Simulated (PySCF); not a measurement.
# H6LuN2 (Lu(NH3)23+): the cost of one run

Computed with PySCF 2.14.0. Level: PBE0, Lu lcecp-1-SVP with ECP60, N def2-SVP, H def2-SVP; scalar-relativistic core potentials, no spin–orbit coupling.

### Step 1. The starting structure

9 atoms, charge 3, spin multiplicity 1.

Bond lengths: Lu1–N2 2.445 Å, Lu1–N6 2.445 Å, N2–H3 1.020 Å, N2–H4 1.020 Å, N2–H5 1.020 Å, N6–H7 1.020 Å, N6–H8 1.020 Å, N6–H9 1.020 Å. Angles: N2–Lu1–N6 180.0°, Lu1–N2–H3 113.0°, Lu1–N2–H4 113.0°, Lu1–N2–H5 113.0°, H3–N2–H4 105.8°, H3–N2–H5 105.8°, H4–N2–H5 105.8°, Lu1–N6–H7 113.0°, Lu1–N6–H8 113.0°, Lu1–N6–H9 113.0°, H7–N6–H8 105.8°, H7–N6–H9 105.8°, H8–N6–H9 105.8°.

Coordinates:

```xyz
9
H6LuN2
Lu    0.0000    0.0000    0.0000
N     0.0000    0.0000    2.4450
H     0.8133    0.4696    2.8430
H    -0.8133    0.4696    2.8430
H     0.0000   -0.9392    2.8430
N     0.0000    0.0000   -2.4450
H     0.8133   -0.4696   -2.8430
H    -0.8133   -0.4696   -2.8430
H     0.0000    0.9392   -2.8430
```

Formal oxidation states: Lu +3. Each metal's 14 4f electrons lie in its core potential, so multiplicities, spins and levels count the valence alone.

### Step 2. SCF at the start, singlet

Contents of run.py (the lines that set the calculation):

```python
mol = gto.M(atom='''
Lu     0.00000     0.00000     0.00000
N      0.00000     0.00000     2.44500
H      0.81330     0.46960     2.84300
H     -0.81330     0.46960     2.84300
H      0.00000    -0.93920     2.84300
N      0.00000     0.00000    -2.44500
H      0.81330    -0.46960    -2.84300
H     -0.81330    -0.46960    -2.84300
H      0.00000     0.93920    -2.84300''',
    basis={'Lu': 'lcecp-1-SVP', 'N': 'def2-SVP', 'H': 'def2-SVP'},
    ecp={'Lu': 'lcecp-1-SVP'},
    charge=3, spin=0)
mf = dft.RKS(mol, xc='PBE0')
mf.grids.atom_grid = (50, 194)  # f atoms: unpruned, at least (60, 302)
mf = mf.density_fit()  # fitting sets: Lu AutoAux, N def2-universal-JKFIT, H def2-universal-JKFIT
mf.conv_tol = 1e-08; mf.max_cycle = 55
mf.kernel(dm0)  # dm0: free metal ions and neutral atoms
```

On the command line:

```sh
$ OMP_NUM_THREADS=2 python run.py
```

Q: Estimate wall time and peak memory on 2 threads of Intel Xeon 6975P-C (Granite Rapids), shared host.

About 2.6 s, with a peak of 0.57 GiB.
